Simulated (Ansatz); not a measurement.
# CH₇GaN₂O: up Jacob's ladder to CCSD(T)

The task here is to estimate one member of a computed series from the others.

Program: Ansatz 0.2.0, Gaussian basis. Level of theory: functionals in def2-TZVPP, the program's frozen cores in correlated methods. These are calculated values, not measurements.

The runs, in order: LDA (SPW92), PBE-D4, revPBE-D4, BLYP-D4, r2SCAN-D4, B97M-V, PBE0-D4, B3LYP-D4, r2SCANh-D4, r2SCAN0-D4, HSE06-D4, BHLYP-D4, CAM-B3LYP-D4, LC-ωPBE, ωB97X-V, ωB97M-V, B2PLYP, PBE-QIDH; CCSD(T)/def2-SVP; CCSD(T)/def2-TZVPP; MP2/def2-QZVPP; extrapolation to the limit; RPA on PBE.

## The relaxed structure

All runs share one geometry, relaxed beforehand with PBE0-D4 in a triple-zeta def2 set.

SMILES `N[CH2][Ga]([NH2])[OH]`, 12 atoms, charge 0, spin multiplicity 1.

Atoms are counted from 1 here; the program's logs count them from 0.

Bond lengths: N1–C2 1.461 Å, N1–H6 1.013 Å, N1–H7 1.013 Å, C2–Ga3 1.982 Å, C2–H8 1.094 Å, C2–H9 1.094 Å, Ga3–N4 1.819 Å, Ga3–O5 1.801 Å, N4–H10 1.006 Å, N4–H11 1.005 Å, O5–H12 0.958 Å. Angles: C2–N1–H6 110.2°, C2–N1–H7 110.2°, H6–N1–H7 105.1°, N1–C2–Ga3 115.4°, N1–C2–H8 108.9°, N1–C2–H9 108.9°, Ga3–C2–H8 109.1°, Ga3–C2–H9 109.1°, H8–C2–H9 104.8°, C2–Ga3–N4 130.7°, C2–Ga3–O5 113.0°, N4–Ga3–O5 116.3°, Ga3–N4–H10 124.5°, Ga3–N4–H11 123.8°, H10–N4–H11 111.7°, Ga3–O5–H12 115.1°.

Set-up of the first run:

in.yaml

```yaml
crystal:
  periodic: [false, false, false]
  atoms:
    - {symbol: N, position_ang: [-1.862070, 0.921635, 0.983567]}
    - {symbol: C, position_ang: [-1.071985, -0.298749, 0.834100]}
    - {symbol: Ga, position_ang: [0.534489, -0.136134, -0.314841]}
    - {symbol: N, position_ang: [1.785443, -1.369960, -0.786906]}
    - {symbol: O, position_ang: [0.756117, 1.520939, -0.984616]}
    - {symbol: H, position_ang: [-1.287975, 1.667092, 1.358160]}
    - {symbol: H, position_ang: [-2.168223, 1.254055, 0.077286]}
    - {symbol: H, position_ang: [-0.769747, -0.648814, 1.825159]}
    - {symbol: H, position_ang: [-1.714996, -1.091407, 0.441337]}
    - {symbol: H, position_ang: [2.575997, -1.181159, -1.379104]}
    - {symbol: H, position_ang: [1.775205, -2.325236, -0.474249]}
    - {symbol: H, position_ang: [1.524743, 1.632637, -1.545893]}
basis:
  gaussian: {orbitals: def2-TZVPP}
hamiltonian: {xc: lda}
output: {orbitals: {seedname: orbitals}}
```

Run with:

```console
$ ansatz run in.yaml --threads 4 --pin off --events-out ev --progress --plain --max-ram 10444MiB
```

Among the steps run: LDA; PBE-D4 (GGA); revPBE-D4 (GGA); BLYP-D4 (GGA); r2SCAN-D4 (meta-GGA); B97M-V (meta-GGA); PBE0-D4 (hybrid); B3LYP-D4 (hybrid); r2SCANh-D4 (hybrid); r2SCAN0-D4 (hybrid); HSE06-D4 (hybrid); BHLYP-D4 (hybrid); CAM-B3LYP-D4 (range-separated); LC-ωPBE (range-separated); ωB97X-V (range-separated); ωB97M-V (range-separated); B2PLYP (double hybrid); PBE-QIDH (double hybrid).

One table of the session follows, with a row left open; its other results are not shown here.

It belongs to the step «Frontier levels by functional». 

```
  functional  HOMO (eV)  gap (eV)
 LDA (SPW92)      -5.06      4.08
      PBE-D4      -4.91      4.11
   revPBE-D4      -4.85      4.15
     BLYP-D4          ?         ?
   r2SCAN-D4      -5.15      4.82
      B97M-V      -5.26      4.56
     PBE0-D4      -6.23      6.27
    B3LYP-D4      -6.02      5.72
  r2SCANh-D4      -5.65      5.59
  r2SCAN0-D4      -6.40      6.74
    HSE06-D4      -5.82      5.50
    BHLYP-D4      -7.48      8.18
CAM-B3LYP-D4      -7.61      8.45
     LC-ωPBE      -8.93     11.11
     ωB97X-V      -8.59     10.52
     ωB97M-V      -8.51     10.08
```

Estimate the missing values for BLYP-D4.

Worked estimate for «HOMO (eV)». Against the share of exact exchange, B3LYP-D4 (0.2, -6.02), BHLYP-D4 (0.5, -7.48) give a slope of -4.87 per unit share; at 0 the line stands at -5.05.

The run gave: HOMO (eV): -4.81; gap (eV): 4.00. In «HOMO (eV)» the line misses by -0.24.
